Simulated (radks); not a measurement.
# Nuclear size and the levels of Sb³⁺

An exercise on one series of results from a longer session: the logs are not shown, and one member is left open.

The numbers are computed with radks (a radial shooting solver on a logarithmic mesh, Libxc functionals) version 1 (Dirac Kohn-Sham, exchange-only LDA, spin-unpolarised, spherical densities, finite nucleus), except any that are marked as measured or tabulated.

### The system

```
element            : antimony (Z = 51)
charge             : +3
electrons          : 48
configuration      : [Kr] 4d10 5s2
nuclear rms radius : 4.6802 fm
```

The outer shells:

Sb³⁺
```
[Kr] core
4d [↑↓][↑↓][↑↓][↑↓][↑↓]
5s [↑↓]
```

Set-up of the first run:

The run's settings:

```text
Z 51
configuration [Kr] 4d10 5s2 5p0 6s0
relativity Dirac
functional lda,
spin unpolarised
j_filling average
nucleus finite rms 4.6802 fm
c 137.035999084
```

Among the steps run: rms radius 4.6802 fm.

One of the session's tables, all rows but one given; the rest of the session is left out.

It belongs to the step «rms radius 4.6802 fm». From the orbitals of this run (lengths in bohr):

| level | <r> | outermost maximum (interpolated) | 90 % within | nodes |
| --- | --- | --- | --- | --- |
| 4p1/2 | 0.8319 | 0.745 | 1.22 | 2 |
| 4p3/2 | 0.8614 | 0.770 | 1.27 | 2 |
| 4d3/2 | 1.016 | 0.841 | 1.57 | 1 |
| 4d5/2 | 1.029 | 0.850 | 1.59 | 1 |
| 5s1/2 | 2.026 | 1.81 | 2.92 | 4 |
| 5p1/2 | 2.316 | 2.05 | 3.36 | 3 |
| 5p3/2 | 2.388 | 2.12 | 3.46 | 3 |
| 6s1/2 | ? | ? | ? | ? |

Estimate the missing values for 6s1/2.

As computed: <r>: 4.327; outermost maximum (interpolated): 4.13; 90 % within: 6.10; nodes: 5. In the column «<r>» it is the highest.
